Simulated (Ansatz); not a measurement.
# C2H4NOSn radical: a ladder of functionals and wavefunction methods

One table from this session's results is given with a row withheld; the runs are named, their logs left out.

Method: functionals in def2-TZVPP, the program's frozen cores in correlated methods; program: Ansatz 0.2.0, Gaussian basis.

The runs, in order: LDA (SPW92), PBE-D4, revPBE-D4, BLYP-D4, r2SCAN-D4, B97M-V, PBE0-D4, B3LYP-D4, r2SCANh-D4, r2SCAN0-D4, HSE06-D4, BHLYP-D4, CAM-B3LYP-D4, LC-ωPBE, ωB97X-V, ωB97M-V, B2PLYP, PBE-QIDH; CCSD(T)/def2-SVP; CCSD(T)/def2-TZVPP; MP2/def2-QZVPP; extrapolation to the limit; RPA on PBE.

## The relaxed structure

The geometry comes from an earlier relaxation with PBE0-D4 in a triple-zeta def2 set; it is a stationary point, not always the lowest conformer. Sn takes the def2 core potential; no spin-orbit term is included.

SMILES `C[O][SnH][C]#N`, 9 atoms, charge 0, spin multiplicity 2.

Atoms are counted from 1 here; the program's logs count them from 0.

Bond lengths: C1–O2 1.406 Å, C1–H6 1.098 Å, C1–H7 1.096 Å, C1–H8 1.094 Å, O2–Sn3 1.962 Å, Sn3–C4 2.123 Å, Sn3–H9 1.732 Å, C4–N5 1.154 Å. Angles: O2–C1–H6 113.0°, O2–C1–H7 111.7°, O2–C1–H8 107.7°, H6–C1–H7 108.5°, H6–C1–H8 107.8°, H7–C1–H8 107.9°, C1–O2–Sn3 121.8°, O2–Sn3–C4 99.9°, O2–Sn3–H9 107.9°, C4–Sn3–H9 107.5°, Sn3–C4–N5 174.0°.

The first run:

in.yaml reads:

```yaml
crystal:
  periodic: [false, false, false]
  atoms:
    - {symbol: C, position_ang: [0.463138, -1.652458, -0.351009]}
    - {symbol: O, position_ang: [0.289794, -0.279138, -0.600033]}
    - {symbol: Sn, position_ang: [0.201945, 1.033873, 0.855439]}
    - {symbol: C, position_ang: [-0.513093, 2.720633, -0.216767]}
    - {symbol: N, position_ang: [-0.823638, 3.702837, -0.736068]}
    - {symbol: H, position_ang: [-0.127756, -2.012105, 0.502050]}
    - {symbol: H, position_ang: [1.515634, -1.902634, -0.174194]}
    - {symbol: H, position_ang: [0.133109, -2.196720, -1.240227]}
    - {symbol: H, position_ang: [-1.050733, 0.539511, 1.943909]}
basis:
  gaussian: {orbitals: def2-TZVPP}
magnetization: {spin_polarized: true, initial_magnetization: 1}
hamiltonian: {xc: lda}
output: {orbitals: {seedname: orbitals}}
```

Started as:

```bash
ansatz run in.yaml --threads 2 --pin off --events-out ev --progress --plain --max-ram 32768MiB --backend cpu
```

Steps of the session up to this table: LDA; PBE-D4 (GGA); revPBE-D4 (GGA); BLYP-D4 (GGA); r2SCAN-D4 (meta-GGA); B97M-V (meta-GGA); B3LYP-D4 (hybrid); r2SCANh-D4 (hybrid); r2SCAN0-D4 (hybrid); HSE06-D4 (hybrid); BHLYP-D4 (hybrid); CAM-B3LYP-D4 (range-separated); LC-ωPBE (range-separated); ωB97X-V (range-separated); ωB97M-V (range-separated); B2PLYP (double hybrid); PBE-QIDH (double hybrid).

One of the session's tables, all rows but one given; the rest of the session is left out.

It belongs to the step «Frontier levels by functional». 

```
  functional  HOMO (eV)  LUMO (eV)  gap (eV)
 LDA (SPW92)      -5.93      -5.24      0.69
      PBE-D4      -5.85      -4.92      0.93
   revPBE-D4      -5.81      -4.80      1.01
     BLYP-D4      -5.71      -4.93      0.78
   r2SCAN-D4      -6.24      -4.69      1.55
      B97M-V      -6.07      -5.05      1.02
     PBE0-D4      -7.06      -4.14      2.92
    B3LYP-D4      -6.83      -4.51      2.32
  r2SCANh-D4      -6.69      -4.40      2.30
  r2SCAN0-D4      -7.36      -3.96      3.40
    HSE06-D4      -6.67      -4.51      2.16
    BHLYP-D4      -8.12      -3.43      4.69
CAM-B3LYP-D4          ?          ?         ?
     LC-ωPBE      -9.64      -1.92      7.73
     ωB97X-V      -9.21      -2.30      6.91
     ωB97M-V      -9.15      -2.42      6.73
```

Estimate the missing values for CAM-B3LYP-D4.

The run gave: HOMO (eV): -8.33; LUMO (eV): -3.29; gap (eV): 5.04. In the column «HOMO (eV)» it lies between ωB97M-V (-9.15) and BHLYP-D4 (-8.12).
